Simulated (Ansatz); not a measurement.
# C2H7FO2Si2: a ladder of functionals and wavefunction methods

How much do the methods differ for C2H7FO2Si2? The plan is to run it at one geometry with functionals of several rungs and with coupled cluster. The yardstick is the atomisation energy at the CCSD(T) limit.

Computed with Ansatz 0.2.0, Gaussian basis. Level: functionals in def2-TZVPP, the program's frozen cores in correlated methods.

The runs, in order: PBE-D4, r2SCAN-D4, PBE0-D4, B3LYP-D4, ωB97X-V, ωB97M-V, B2PLYP; CCSD(T)/def2-TZVPP; MP2/def2-QZVPP; extrapolation to the limit.

### Step 1. The geometry

All runs share one geometry, relaxed beforehand with PBE0-D4 in a triple-zeta def2 set.

SMILES `C=C[Si@@H](O)[Si@@H](O)F`, 14 atoms, charge 0, spin multiplicity 1.

Atoms are counted from 1 here; the program's logs count them from 0.

Bond lengths: C1–C2 1.331 Å, C1–H8 1.087 Å, C1–H9 1.086 Å, C2–Si3 1.860 Å, C2–H10 1.091 Å, Si3–O4 1.657 Å, Si3–Si5 2.358 Å, Si3–H11 1.485 Å, O4–H12 0.958 Å, Si5–O6 1.642 Å, Si5–F7 1.605 Å, Si5–H13 1.493 Å, O6–H14 0.959 Å. Angles: C2–C1–H8 121.9°, C2–C1–H9 122.0°, H8–C1–H9 116.1°, C1–C2–Si3 124.8°, C1–C2–H10 118.0°, Si3–C2–H10 117.2°, C2–Si3–O4 111.2°, C2–Si3–Si5 111.0°, C2–Si3–H11 110.9°, O4–Si3–Si5 108.9°, O4–Si3–H11 104.1°, Si5–Si3–H11 110.5°, Si3–O4–H12 117.2°, Si3–Si5–O6 109.4°, Si3–Si5–F7 109.6°, Si3–Si5–H13 113.8°, O6–Si5–F7 109.5°, O6–Si5–H13 110.0° and more.

### Step 2. PBE-D4 (GGA)

The input, in.yaml:

```yaml
crystal:
  periodic: [false, false, false]
  atoms:
    - {symbol: C, position_ang: [-0.673443, 1.860852, 0.809840]}
    - {symbol: C, position_ang: [0.587034, 1.432060, 0.824383]}
    - {symbol: Si, position_ang: [1.208370, -0.066341, -0.085280]}
    - {symbol: O, position_ang: [2.193376, -0.987403, 0.877359]}
    - {symbol: Si, position_ang: [-0.584107, -1.397788, -0.843040]}
    - {symbol: O, position_ang: [-1.727872, -0.436041, -1.522876]}
    - {symbol: F, position_ang: [-0.049956, -2.448137, -1.932325]}
    - {symbol: H, position_ang: [-0.981188, 2.755934, 1.343677]}
    - {symbol: H, position_ang: [-1.449703, 1.347363, 0.249713]}
    - {symbol: H, position_ang: [1.316211, 2.005262, 1.398359]}
    - {symbol: H, position_ang: [2.079356, 0.327974, -1.222133]}
    - {symbol: H, position_ang: [1.824081, -1.308118, 1.701443]}
    - {symbol: H, position_ang: [-1.197261, -2.244871, 0.222070]}
    - {symbol: H, position_ang: [-2.544907, -0.840755, -1.821200]}
basis:
  gaussian: {orbitals: def2-TZVPP}
hamiltonian: {xc: pbe, dispersion: d4}
output: {forces: true, orbitals: {seedname: orbitals}}
```

The run is started by

```
$ ansatz run in.yaml --threads 2 --pin off --events-out ev --progress --plain --max-ram 22528MiB --backend cuda --devices 0, --max-vram 18GiB
```

The runs that follow: r2SCAN-D4 (meta-GGA); PBE0-D4 (hybrid); B3LYP-D4 (hybrid); ωB97X-V (range-separated); ωB97M-V (range-separated); B2PLYP (double hybrid); CCSD(T) in def2-TZVPP; MP2 in def2-QZVPP.

Before running them: what should the planned runs give, taken together? Wanted: atomisation energy, CCSD(T)/CBS; farthest; mean size of error, hybrid; mean size of error, range-separated; gap, smallest and largest; T1 diagnostic; triples share of the correlation energy.

**Answer**, as computed:

| quantity | value |
| --- | --- |
| atomisation energy, CCSD(T)/CBS | 5539.2 kJ/mol |
| functionals within 27.7 kJ/mol (0.5 %) | r2SCAN-D4, ωB97X-V, ωB97M-V |
| farthest | B2PLYP (-84.9 kJ/mol) |
| mean size of error, hybrid | 45.7 kJ/mol |
| mean size of error, range-separated | 10.1 kJ/mol |
| gap, smallest and largest | 4.53 eV (PBE-D4), 11.14 eV (ωB97X-V) |
| T1 diagnostic | 0.0124 |
| triples share of the correlation energy | 3.6 % |

PBE-D4 misses by +55.0 kJ/mol. Double hybrids carry the basis error of their MP2 part in triple zeta, and no dispersion term here, so their miss is partly the set-up's. The reference freezes the cores and leaves out relativity and excitations past (T), so misses under about 27.7 kJ/mol can't be ranked. Hartree-Fock recovers 73 % of the binding; the rest is correlation. The gap grows from 4.5 to 11.1 eV across the functionals, mostly with the share of exact exchange.
